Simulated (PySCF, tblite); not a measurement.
# C4H10Ge: geometry, infrared bands and NMR shifts

Wanted: the infrared bands and NMR shifts of C4H10Ge (`CC1[CH2][GeH2][CH2]1`), by calculation.

Computed with tblite 0.8.0 and PySCF 2.14.0, with density-fitted response routines of our own, on a single molecule in the gas phase. Atoms are numbered from 0 throughout.

### Step 1. The molecule as given

15 atoms, charge 0, multiplicity 1; geometry from: force field or distance geometry start.

Bonds of the start (Å): C0–C1 1.52, C1–C2 1.49, C2–Ge3 1.92, Ge3–C4 1.96, C4–C1 1.52, C0–H5 1.12, C0–H6 1.09, C0–H7 1.12, C1–H8 1.11, C2–H9 1.10, C2–H10 1.12, Ge3–H11 1.53, Ge3–H12 1.54, C4–H13 1.11, C4–H14 1.11.

### Step 2. Geometry optimisation with GFN2-xTB

The job: settings as JSON, then the geometry in Å.

```
{"job": {"kind": "relax", "xc": "GFN2-xTB", "basis": "xTB"}, "charge": 0, "multiplicity": 1}
C      1.513000    -0.645300    -0.102000
C      0.652200     0.575400     0.176600
C     -0.373000     0.912600    -0.846600
Ge    -1.519500    -0.553300    -0.383300
C     -0.471100     0.149300     1.110600
H      0.817600    -1.501800    -0.271900
H      2.219900    -0.505800    -0.925200
H      2.053100    -0.865300     0.855400
H      1.206300     1.484400     0.475700
H     -0.000500     0.922400    -1.886500
H     -0.814100     1.910400    -0.593200
H     -1.137500    -1.957000    -0.866100
H     -3.012200    -0.266100    -0.146200
H     -0.221700    -0.694400     1.791900
H     -0.917000     1.042500     1.588900
```

Started as:

```console
> OMP_NUM_THREADS=1 python probes_run.py task.json out
```

This one command runs all jobs of the session in turn.

**Question.** This job is followed by: GFN2-xTB harmonic vibrations, gas phase; GIAO PBE0/pcSseg-1 NMR shielding, non-relativistic, gas phase. What will the session give for the following? strongest single infrared mode (GFN2-xTB); zero-point energy (GFN2-xTB); ¹³C shifts against TMS (PBE0/pcSseg-1, means over atoms taken as alike); ¹H shifts against TMS (PBE0/pcSseg-1, means over atoms taken as alike); ⁷³Ge shifts against GeMe4 (PBE0/pcSseg-1).

**Answer**, as computed:

| quantity | value |
| --- | --- |
| strongest single infrared mode (GFN2-xTB) | 1957 cm⁻¹, 583 km/mol |
| zero-point energy (GFN2-xTB) | 76.9 kcal/mol |
| ¹³C shifts against TMS (PBE0/pcSseg-1, means over atoms taken as alike) | 34.8, 28.1, 25.9 ppm |
| ¹H shifts against TMS (PBE0/pcSseg-1, means over atoms taken as alike) | 4.90, 4.72, 2.54, 2.26, 1.29, 1.21 ppm |
| ⁷³Ge shifts against GeMe4 (PBE0/pcSseg-1) | -122 ppm |

**Reading.** Relaxing lowered the energy by 1.056 eV in 54 steps; the close pair that moved most is C2–Ge3, from 1.918 to 1.987 Å. No mode is imaginary among the 39: a minimum at this level. The strongest single mode, at 1957 cm⁻¹, moves mainly H11 and H12. GFN2-xTB is a fitted tight-binding method: band positions and strengths are rough. Its intensities can rank the bands wrongly. At PBE0/pcSseg-1: The widest tensor belongs to Ge3: span 195 ppm, with a paramagnetic part of -1303 ppm. Spin-orbit coupling is left out, which matters for shieldings and couplings at and beside the heavy atoms.
